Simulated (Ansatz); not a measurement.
Write a Python script for the Ansatz DFT code, driven from Python that makes a ladder of methods at one geometry of CH₇ClOSi₂, SMILES O[SiH2][SiH2]CCl. Use (for the species named): BLYP, def2-SVP basis, multiplicity 1. The script varies functional: blyp, hse06, pbe, b3lyp.

```xyz
12

O    -1.9985   -0.2665    1.9703
Si   -1.4023    0.2636    0.5077
Si    0.7963   -0.3320    0.3148
C     1.5897    0.3599   -1.2375
Cl    0.8301   -0.5105   -2.6527
H    -2.5559   -1.0323    1.9415
H    -2.1754   -0.3673   -0.5584
H    -1.4923    1.7574    0.3968
H     0.9853   -1.7989    0.4425
H     1.5878    0.2286    1.5079
H     1.2924    1.4155   -1.3341
H     2.6198    0.2272   -1.2649
```

The script, `run_methods.py`:
```python
"""CH7ClOSi2 at several levels of theory."""

from pathlib import Path

import ansatz
import numpy as np


def main() -> None:
    geometry_ang = [
        ("O", [-1.9985, -0.2665, 1.9703]),
        ("Si", [-1.4023, 0.2636, 0.5077]),
        ("Si", [0.7963, -0.332, 0.3148]),
        ("C", [1.5897, 0.3599, -1.2375]),
        ("Cl", [0.8301, -0.5105, -2.6527]),
        ("H", [-2.5559, -1.0323, 1.9415]),
        ("H", [-2.1754, -0.3673, -0.5584]),
        ("H", [-1.4923, 1.7574, 0.3968]),
        ("H", [0.9853, -1.7989, 0.4425]),
        ("H", [1.5878, 0.2286, 1.5079]),
        ("H", [1.2924, 1.4155, -1.3341]),
        ("H", [2.6198, 0.2272, -1.2649]),
    ]
    ch7closi2 = ansatz.Crystal.molecule()
    for symbol, xyz in geometry_ang:
        ch7closi2 = ch7closi2.atom(symbol, xyz)

    calculation = ch7closi2.calculation().basis(gaussian="def2-SVP")

    print("functional    E (Ha)        dipole (D)   HOMO (eV)  LUMO (eV)")
    for name in ["blyp", "hse06", "pbe", "b3lyp"]:
        r = calculation.functional(name).forces().orbitals().run(threads=1, pin="off", runs_dir="runs").report
        lines = Path(r["orbitals_path"]).read_text().splitlines()
        field_of = lambda key: [line.split("=")[1].strip() for line in lines if line.startswith(key)]
        orbitals = [(27.211386 * float(e), s, float(n)) for e, s, n in zip(field_of("Ene="), field_of("Spin="), field_of("Occup="))]
        homo = max(e for e, _, n in orbitals if n > 0.5)
        lumo = min(e for e, _, n in orbitals if n < 0.5)
        dipole = 4.803205 * np.linalg.norm(r["charge_distribution"]["dipole_moment_e_ang"])
        print(f"{name:10s} {r['free_energy_ev'] / 27.211386246:14.6f} {dipole:9.3f} {homo:11.3f} {lumo:10.3f}")


if __name__ == "__main__":
    main()
```

Output of `python run_methods.py`:
```text
functional    E (Ha)        dipole (D)   HOMO (eV)  LUMO (eV)
blyp         -1156.259652     0.370      -6.218     -0.907
hse06        -1155.776972     0.346      -7.361     -0.658
pbe          -1155.692815     0.388      -6.389     -1.110
b3lyp        -1156.385078     0.330      -7.491     -0.415
```

Caveats:
- These settings explore the input space; basis and method may be short of convergence.
- The geometry is a force-field or estimated start, not a minimum of this method, and the basis set is short of its limit. A lower total doesn't mark the better method: functionals have no common bound, and MP2 and coupled cluster aren't variational.
- b3lyp holds the VWN-RPA fit, as in Gaussian; the form of ORCA and Turbomole is b3lyp5.
- Levels such as HOMO and LUMO are orbital energies: with these approximate functionals they aren't the ionisation energy and electron affinity, and their gap isn't the fundamental gap.
- hse06 follows the composition of plane-wave codes, whose totals differ by tens of mHa, up to about 0.1 Ha, from the form usual in Gaussian-basis programs (wpbeh).
- The whole script took 18 s on 1 thread of Arm Neoverse V2, on a shared host, peak memory 0.34 GiB.
